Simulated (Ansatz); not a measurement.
NbTe:

```
CELL_PARAMETERS angstrom
3.70297 0.00000 0.00000
-1.85149 3.20687 0.00000
0.00000 0.00000 3.69421
ATOMIC_POSITIONS crystal
Te 0.66667 0.33333 0.00000
Nb 0.00000 0.00000 0.50000
```

The cell comes from a database or a generator and needn't be the stable form of this composition.

Base run:

| Property | Result |
| --- | --- |
| Program | Ansatz 0.2.0 |
| Functional | PBEsol |
| Potentials or basis | all-electron LAPW, non-relativistic |
| Cutoff | 234 eV |
| Density cutoff | 935 eV |
| Basis error allowed | 0.001 eV/atom |
| k mesh | 8 × 8 × 7 |
| Occupations | fermi-dirac, width 0.05 eV |
| Spin | no spin polarisation |

Its results: pressure -4.3 GPa.

After a change of settings the same cell gave: pressure -5.2 GPa. Which change was it?
A. potentials or basis from all-electron LAPW, non-relativistic to all-electron LAPW, scalar-relativistic
B. functional from PBEsol to PBE; potentials or basis from all-electron LAPW, non-relativistic to all-electron LAPW, scalar-relativistic
C. functional from PBEsol to LDA; potentials or basis from all-electron LAPW, non-relativistic to all-electron LAPW, scalar-relativistic

A.

Caveats: relativity is left out, which matters for the heavier elements (some runs).

Not every run made on this cell is shown here.
